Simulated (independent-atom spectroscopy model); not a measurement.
**CdTe on SiO2: peak ratios against emission angle**

How does the ratio Te 3d5/2 / O 1s change with emission angle for this film?

Method: angle-resolved photoelectron peak ratio of a uniform film on a substrate: exponential attenuation with lengths from TPP-2M (nominal gaps) and the elastic albedo, Dirac-Hartree-Slater cross sections, magic-angle geometry; computed with independent-atom spectroscopy model, version 2.

## 1. The sample

0.5 nm of CdTe (5.79 g/cm³) on SiO2 (2.2 g/cm³).

## 2. The run

The inputs of this calculation:

```json
{
  "film": "CdTe",
  "film_density": 5.79,
  "base": "SiO2",
  "base_density": 2.2,
  "photon_energy": 1486.7,
  "film_peak": "Te 3d5/2",
  "base_peak": "O 1s",
  "thickness": 0.5,
  "emission_angle": [0, 10, 20, 30, 40, 45, 50, 55]
}
```

Units: film_density in g/cm³, base_density in g/cm³, photon_energy in eV, thickness in nm, emission_angle in degrees.

Before running it: what results should come out? Wanted: ratio at normal emission; ratio at 55°.

As calculated:

```
                                            quantity    value
                            ratio at normal emission    0.452
                                        ratio at 55°    0.890
attenuation length of the substrate peak in the film  1.59 nm
                          thickness over that length     0.31
```

What this shows: The film is 0.31 attenuation lengths thick, so 73 % of the substrate's signal gets out at 0°. Tilting to 55° lengthens the path by 1/cos θ and raises the ratio 2.0-fold. Islands, roughness and grazing exit, where elastic scattering matters more, are outside the model.
